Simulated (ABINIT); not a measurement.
# SnSe2 (P-3m1) in ABINIT: a series of runs, part 2 of 3

ABINIT 10.8.3 (patched build).

**4. Band structure, PBEsol**

run.abi reads:

```
# Datasets: ground state, then fixed potential
ndtset 2

# Pseudopotentials
pp_dirpath "./"
pseudos "Sn.GGA_PBE-JTH.xml, Se.GGA_PBE-JTH.xml"

# Structure
acell 3*1.0
rprim
     7.2017462609     0.0000000000     0.0000000000
    -3.6008731305     6.2368952135     0.0000000000
     0.0000000000     0.0000000000    11.5953595007
ntypat 2
znucl 50 34
natom 3
typat 1 2 2
xred
     0.0000000000     0.0000000000     0.0000000000
     0.6666666667     0.3333333333     0.7510000000
     0.3333333333     0.6666666667     0.2490000000

# Plane-wave basis
ecut 707.496042 eV
pawecutdg 48.0
pawxcdev 0

# Exchange and correlation
ixc -116133

# Bands and occupations
occopt 3
tsmear 0.00183747

# SCF cycle
nstep 100

# Output
iomode 3
prtwf 0
prteig 0
prtebands 0
enunit 1
prtden1 1
prtvha1 1
prtvclmb1 1
prtpot1 1

# Dataset 1
kptopt1 1
ngkpt1 8 8 5
nshiftk1 1
shiftk1 0.0 0.0 0.0
nband1 17
tolvrs1 1.0e-9

# Dataset 2: bands along G-M-K-G-A-L-H-A
iscf2 -2
getden2 1
nband2 23
nbdbuf2 4
tolwfr2 1.0e-11
kptopt2 -7
ndivsm2 6
prteig2 1
prtvol2 -3
kptbounds2
     0.0000000000     0.0000000000     0.0000000000
     0.5000000000     0.0000000000     0.0000000000
     0.3333333333     0.3333333333     0.0000000000
     0.0000000000     0.0000000000     0.0000000000
     0.0000000000     0.0000000000     0.5000000000
     0.5000000000     0.0000000000     0.5000000000
     0.3333333333     0.3333333333     0.5000000000
     0.0000000000     0.0000000000     0.5000000000
```

Potentials or basis: JTH PAW PBE v2.0.

The run is started by

```console
$ abinit run.abi > log 2>&1
```

run.abo:

```text
.Version 10.8.3 of ABINIT
 DATASET    1 : space group P-3 m 1 (#164); Bravais hP (primitive hexag.)
================================================================================
 Values of the parameters that define the memory need for DATASET  1.
     intxc =       0    ionmov =       0      iscf =      17    lmnmax =      18
     lnmax =       6     mgfft =      54  mpssoang =       3    mqgrid =    3617
     natom =       3  nloc_mem =       2    nspden =       1   nspinor =       1
    nsppol =       1      nsym =      12    n1xccc =       1    ntypat =       2
    occopt =       3   xclevel =       2
       mpw =        3316          nfft =       69984          nkpt =          40
 PAW method is used; the additional fine FFT grid is defined by:
   mgfftf=        75    nfftf =    172800
================================================================================
================================================================================

 DATASET    2 : space group P-3 m 1 (#164); Bravais hP (primitive hexag.)
================================================================================
 Values of the parameters that define the memory need for DATASET  2.
     intxc =       0    ionmov =       0      iscf =      -2    lmnmax =      18
     lnmax =       6     mgfft =      54  mpssoang =       3    mqgrid =    3617
     natom =       3  nloc_mem =       2    nspden =       1   nspinor =       1
    nsppol =       1      nsym =      12    n1xccc =       1    ntypat =       2
    occopt =       3   xclevel =       2
       mpw =        3329          nfft =       69984          nkpt =          67
 PAW method is used; the additional fine FFT grid is defined by:
   mgfftf=        75    nfftf =    172800
================================================================================
================================================================================

--------------------------------------------------------------------------------
------------- Echo of variables that govern the present computation ------------
--------------------------------------------------------------------------------
 -outvars: echo values of preprocessed input variables --------
            acell      1.0000000000E+00  1.0000000000E+00  1.0000000000E+00 Bohr
[... 898 lines left out ...]
 -19.42660  -19.42476  -19.39041  -19.37462  -19.37396  -12.26700  -10.48436   -4.37016
   0.69919    0.90415    1.25243    1.43942    1.75031    2.98971    4.73793    6.24164
   6.38020    9.90751   10.34344   10.70709   11.21326   11.76159   12.37258
 kpt#   3, nband= 23, wtk=  1.00000, kpt=  0.0909  0.0000  0.0000 (reduced coord)
 -19.42966  -19.42244  -19.38854  -19.37604  -19.37352  -12.20447  -10.44283   -4.35827
   0.07998    0.66072    0.91441    1.54904    1.75636    3.47257    5.09649    6.07373
   6.50883    9.76251   10.12594   10.78217   11.08066   11.49510   12.20631
 kpt#   4, nband= 23, wtk=  1.00000, kpt=  0.1364  0.0000  0.0000 (reduced coord)
 -19.43487  -19.41905  -19.38588  -19.37785  -19.37268  -12.10142  -10.37737   -4.35036
  -0.57749    0.38846    0.47090    1.61690    1.73315    3.89068    5.30455    6.19540
   6.69251    9.22539   10.11172   10.87264   11.01661   11.39978   12.22746
 kpt#   5, nband= 23, wtk=  1.00000, kpt=  0.1818  0.0000  0.0000 (reduced coord)
[... 237 lines left out ...]
  -0.36969    0.10918    0.24337    0.99800    1.38297    4.15419    5.44444    6.61903
   6.72263    8.70327    9.95191   10.55952   11.15250   12.52056   13.11797
 kpt#  65, nband= 23, wtk=  1.00000, kpt=  0.0513  0.0513  0.5000 (reduced coord)
 -19.42935  -19.42263  -19.38841  -19.37597  -19.37346  -12.03644  -10.78087   -3.53060
  -0.31623    0.48969    0.60708    1.16754    1.47821    4.19760    5.08350    6.28576
   6.34098    9.15411    9.92940   10.30394   11.24644   12.54123   12.80413
 kpt#  66, nband= 23, wtk=  1.00000, kpt=  0.0256  0.0256  0.5000 (reduced coord)
 -19.42642  -19.42469  -19.39019  -19.37443  -19.37383  -12.09534  -10.82587   -3.46555
  -0.33420    0.80836    0.87165    1.38519    1.51326    4.17169    4.71749    6.10371
   6.12246    9.68271    9.85085   10.14523   10.94512   12.49312   12.85652
 kpt#  67, nband= 23, wtk=  1.00000, kpt=  0.0000  0.0000  0.5000 (reduced coord)
 -19.42549  -19.42549  -19.39077  -19.37395  -19.37395  -12.11508  -10.84116   -3.44494
  -0.34444    0.94443    0.94443    1.51179    1.51179    4.14227    4.55121    6.05554
   6.05554    9.80630   10.09356   10.09356   10.56634   12.47235   12.96749

== END DATASET(S) ==============================================================
================================================================================

 -outvars: echo values of variables after computation  --------
            acell      1.0000000000E+00  1.0000000000E+00  1.0000000000E+00 Bohr
           etotal1    -8.8914152127E+01
            fcart1     2.4925854791E-29 -7.1954744868E-29 -0.0000000000E+00
                      -4.9851709583E-29  1.0073664282E-28 -1.1829691302E-02
                       2.4925854791E-29 -2.8781897947E-29  1.1829691302E-02
            rprim      7.2017462609E+00  0.0000000000E+00  0.0000000000E+00
                      -3.6008731305E+00  6.2368952135E+00  0.0000000000E+00
                       0.0000000000E+00  0.0000000000E+00  1.1595359501E+01
           strten1    -5.8527070683E-05 -5.8527070551E-05 -1.2088783760E-04
                       0.0000000000E+00  0.0000000000E+00  6.7234967939E-14
           xangst      0.0000000000E+00  0.0000000000E+00  0.0000000000E+00
                       1.9054999987E+00  1.1001409372E+00  4.6081359969E+00
                      -1.7639782332E-11  2.2002818744E+00  1.5278639990E+00
             xred      0.0000000000E+00  0.0000000000E+00  0.0000000000E+00
                       6.6666666667E-01  3.3333333333E-01  7.5100000000E-01
                       3.3333333333E-01  6.6666666667E-01  2.4900000000E-01
 Calculation completed.
```

Run time: 3 min. Hardware: 1 thread of Arm Neoverse V1, shared host; peak memory 0.21 GiB.

Results:

```yaml
Free_energy: -2419.4773 eV
Pressure: 2.3 GPa
Largest_force: 0.608 eV/Å
Band_gap_on_the_k_mesh: 0.74 eV, indirect (least direct gap 1.01 eV)
Band_gap_along_the_path: 0.77 eV, indirect (least direct gap 1.01 eV)
Valence_electrons_inside_the_program's_atomic_spheres: Sn 11.92; Se 3.93
```

Forces in eV/Å, atoms in the order of the input:
```
Sn   0.000  0.000  0.000
Se   0.000  0.000 -0.608
Se   0.000  0.000  0.608
```

Levels at the corners of the path, in eV from the valence-band top:
| point | band 11 | band 12 | band 13 | band 14 | band 15 | band 16 |
| --- | --- | --- | --- | --- | --- | --- |
| Γ | -0.42 | -0.42 | -0.05 | 0.96 | 2.80 | 4.55 |
| M | -2.74 | -1.27 | -0.34 | 1.06 | 3.65 | 5.30 |
| K | -3.42 | -1.59 | -1.59 | 1.32 | 6.57 | 6.57 |
| Γ | -0.42 | -0.42 | -0.05 | 0.96 | 2.80 | 4.55 |
| A | -0.84 | -0.27 | -0.27 | 2.36 | 2.77 | 4.28 |
| L | -2.06 | -0.89 | -0.74 | 0.77 | 4.11 | 4.71 |
| H | -3.80 | -0.41 | -0.41 | 2.48 | 4.61 | 4.61 |
| A | -0.84 | -0.27 | -0.27 | 2.36 | 2.77 | 4.28 |

Caveat: the PAW data sets were made with another functional, which shifts forces and pressure a little; spin-orbit coupling is left out, which moves the levels of the heavy elements; this functional lacks dispersion, which binds the layers, so the pressure and a relaxed spacing across them are unreliable.

**5. Band structure, RPBE**

Edit run.abi of step 4 so:

```diff
@@ -28,3 +28,3 @@
 # Exchange and correlation
-ixc -116133
+ixc 15
```

Potentials or basis: JTH PAW PBE v2.0.

The run is started by

```console
$ abinit run.abi > log 2>&1
```

run.abo:

```text
.Version 10.8.3 of ABINIT
 DATASET    1 : space group P-3 m 1 (#164); Bravais hP (primitive hexag.)
================================================================================
 Values of the parameters that define the memory need for DATASET  1.
     intxc =       0    ionmov =       0      iscf =      17    lmnmax =      18
     lnmax =       6     mgfft =      54  mpssoang =       3    mqgrid =    3617
     natom =       3  nloc_mem =       2    nspden =       1   nspinor =       1
    nsppol =       1      nsym =      12    n1xccc =       1    ntypat =       2
    occopt =       3   xclevel =       2
       mpw =        3316          nfft =       69984          nkpt =          40
 PAW method is used; the additional fine FFT grid is defined by:
   mgfftf=        75    nfftf =    172800
================================================================================
================================================================================

 DATASET    2 : space group P-3 m 1 (#164); Bravais hP (primitive hexag.)
[... 1188 lines left out ...]

== END DATASET(S) ==============================================================
================================================================================

 -outvars: echo values of variables after computation  --------
            acell      1.0000000000E+00  1.0000000000E+00  1.0000000000E+00 Bohr
           etotal1    -8.8777378556E+01
            fcart1    -4.9851709583E-29 -1.4390948974E-28 -0.0000000000E+00
                       2.4925854791E-28  5.4685606100E-28 -1.6177648628E-02
                      -1.9940683833E-28 -4.0294657127E-28  1.6177648628E-02
            rprim      7.2017462609E+00  0.0000000000E+00  0.0000000000E+00
                      -3.6008731305E+00  6.2368952135E+00  0.0000000000E+00
                       0.0000000000E+00  0.0000000000E+00  1.1595359501E+01
           strten1    -2.2680249140E-04 -2.2680249127E-04 -2.7902392902E-04
                       0.0000000000E+00  0.0000000000E+00  6.5885983820E-14
           xangst      0.0000000000E+00  0.0000000000E+00  0.0000000000E+00
                       1.9054999987E+00  1.1001409372E+00  4.6081359969E+00
                      -1.7639782332E-11  2.2002818744E+00  1.5278639990E+00
             xred      0.0000000000E+00  0.0000000000E+00  0.0000000000E+00
                       6.6666666667E-01  3.3333333333E-01  7.5100000000E-01
                       3.3333333333E-01  6.6666666667E-01  2.4900000000E-01
 Calculation completed.
```

It took 2.9 min on 1 thread of Arm Neoverse V1, shared host; peak memory 0.21 GiB.

What came out:

```
Free energy                                           : -2415.7555 eV
Pressure                                              : 7.2 GPa
Largest force                                         : 0.832 eV/Å
Band gap on the k mesh                                : 0.89 eV, indirect (least direct gap 1.24 eV)
Band gap along the path                               : 0.91 eV, indirect (least direct gap 1.24 eV)
Valence electrons inside the program's atomic spheres : Sn 11.90; Se 3.96
```

Forces on the atoms (eV/Å):
```
Sn   0.000  0.000  0.000
Se   0.000  0.000 -0.832
Se   0.000  0.000  0.832
```

Stress tensor (GPa, compression positive):
```
6.67 0.00 0.00
0.00 6.67 0.00
0.00 0.00 8.21
```

Levels at the corners of the path, in eV from the valence-band top:
```csv
point,band 9,band 10,band 11,band 12,band 13,band 14,band 15,band 16,band 17,band 18
Γ,-0.73,-0.73,-0.42,-0.42,-0.05,1.19,3.01,4.67,4.67,8.21
M,-4.49,-2.92,-2.70,-1.19,-0.33,1.18,3.86,5.52,5.53,7.29
K,-3.72,-3.72,-3.36,-1.53,-1.53,1.48,6.69,6.69,7.24,7.53
Γ,-0.73,-0.73,-0.42,-0.42,-0.05,1.19,3.01,4.67,4.67,8.21
A,-2.03,-0.82,-0.82,-0.27,-0.27,2.49,2.99,4.40,4.40,8.26
L,-4.92,-2.54,-2.02,-0.85,-0.72,0.91,4.34,4.91,5.88,6.38
H,-4.21,-4.21,-3.72,-0.40,-0.40,2.56,4.81,4.81,6.32,8.41
A,-2.03,-0.82,-0.82,-0.27,-0.27,2.49,2.99,4.40,4.40,8.26
```

Caveat: the PAW data sets were made with another functional, which shifts forces and pressure a little; spin-orbit coupling is left out, which moves the levels of the heavy elements; this functional lacks dispersion, which binds the layers, so the pressure and a relaxed spacing across them are unreliable.

[end of part 2 of 3]
